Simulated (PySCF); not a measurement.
# C4H4BFSi: the cost of one run

Programs: PySCF 2.14.0, with density-fitted response routines of our own. Each step states its level of theory. These are calculated values for one molecule in the gas phase, unless marked as measured. Atoms are numbered from 0 throughout.

## Step 1: Starting geometry

11 atoms, charge 0, multiplicity 1; geometry from: PBE0-D3(BJ)/def2-SVP.

Bonds of the start (Å): F0–B1 1.32, B1–C2 1.52, C2–C3 1.23, C3–C4 1.36, C4–C5 1.23, C5–Si6 1.84, B1–H7 1.21, Si6–H8 1.49, Si6–H9 1.49, Si6–H10 1.49.

## Step 2: NMR shieldings: PBE0/6-31G*

Job settings and geometry (Å):

```
{"job": {"kind": "nmr", "xc": "PBE0", "basis": "6-31G*", "pop": true}, "charge": 0, "multiplicity": 1}
F      4.428380     0.175129     1.619617
B      3.819770     0.360123     0.462526
C      2.309572     0.192418     0.354211
C      1.100760     0.057246     0.187342
C     -0.241501    -0.100592     0.000802
C     -1.446320    -0.247606    -0.175565
Si    -3.248712    -0.474319    -0.441270
H      4.491558     0.657720    -0.495427
H     -3.617300    -1.868438    -0.063549
H     -3.567677    -0.235519    -1.877656
H     -3.988280     0.498063     0.412733
```

Method: GIAO PBE0/6-31G* NMR shielding, non-relativistic, gas phase.

On the command line:

```bash
OMP_NUM_THREADS=1 python probes_run.py task.json out
```

One launch serves the whole session: the jobs run in the order shown.

**Question.** How long does this first job take on 1 thread of Arm Neoverse V1, shared host, and how much memory does it need?

About 9.7 s, with a peak of 0.57 GiB.
